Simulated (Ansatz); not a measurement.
# CH9GeNSi: the cost of one run

Computed with Ansatz 0.2.0, Gaussian basis. Level: functionals in def2-TZVPP, the program's frozen cores in correlated methods.

The runs, in order: PBE-D4, r2SCAN-D4, PBE0-D4, B3LYP-D4, ωB97X-V, ωB97M-V, B2PLYP; CCSD(T)/def2-TZVPP; MP2/def2-QZVPP; extrapolation to the limit.

## 1. The geometry

All runs share one geometry, relaxed beforehand with PBE0-D4 in a triple-zeta def2 set.

SMILES `[NH2][GeH2][CH2][SiH3]`, 13 atoms, charge 0, spin multiplicity 1.

Atoms are counted from 1 here; the program's logs count them from 0.

Bond lengths: N1–Ge2 1.845 Å, N1–H5 1.011 Å, N1–H6 1.010 Å, Ge2–C3 1.952 Å, Ge2–H7 1.539 Å, Ge2–H8 1.550 Å, C3–Si4 1.873 Å, C3–H9 1.094 Å, C3–H10 1.094 Å, Si4–H11 1.487 Å, Si4–H12 1.491 Å, Si4–H13 1.485 Å. Angles: Ge2–N1–H5 114.7°, Ge2–N1–H6 114.3°, H5–N1–H6 108.2°, N1–Ge2–C3 106.7°, N1–Ge2–H7 105.7°, N1–Ge2–H8 113.8°, C3–Ge2–H7 111.1°, C3–Ge2–H8 110.3°, H7–Ge2–H8 109.2°, Ge2–C3–Si4 113.0°, Ge2–C3–H9 109.3°, Ge2–C3–H10 108.2°, Si4–C3–H9 109.6°, Si4–C3–H10 109.7°, H9–C3–H10 106.9°, C3–Si4–H11 110.8°, C3–Si4–H12 109.9°, C3–Si4–H13 111.0° and more.

## 2. PBE-D4 (GGA)

Input file in.yaml:

```yaml
crystal:
  periodic: [false, false, false]
  atoms:
    - {symbol: N, position_ang: [-1.552294, 1.133063, -0.182978]}
    - {symbol: Ge, position_ang: [-1.196485, -0.675787, -0.257543]}
    - {symbol: C, position_ang: [0.744427, -0.861354, -0.357371]}
    - {symbol: Si, position_ang: [1.655171, 0.410674, 0.672974]}
    - {symbol: H, position_ang: [-1.366308, 1.635431, -1.040319]}
    - {symbol: H, position_ang: [-2.488848, 1.360923, 0.120229]}
    - {symbol: H, position_ang: [-1.742309, -1.262028, 1.056420]}
    - {symbol: H, position_ang: [-1.868254, -1.396568, -1.453851]}
    - {symbol: H, position_ang: [1.061281, -0.783392, -1.401251]}
    - {symbol: H, position_ang: [1.009323, -1.867197, -0.018789]}
    - {symbol: H, position_ang: [1.087724, 0.481502, 2.045203]}
    - {symbol: H, position_ang: [3.093388, 0.036055, 0.788252]}
    - {symbol: H, position_ang: [1.583584, 1.753875, 0.043824]}
basis:
  gaussian: {orbitals: def2-TZVPP}
hamiltonian: {xc: pbe, dispersion: d4}
output: {forces: true, orbitals: {seedname: orbitals}}
```

On the command line:

```
$ ansatz run in.yaml --threads 4 --pin off --events-out ev --progress --plain --max-ram 10444MiB
```

What time and memory should one allow on 4 threads of Arm Neoverse V1, shared host?

About 3.3 s, with a peak of 0.4 GiB.
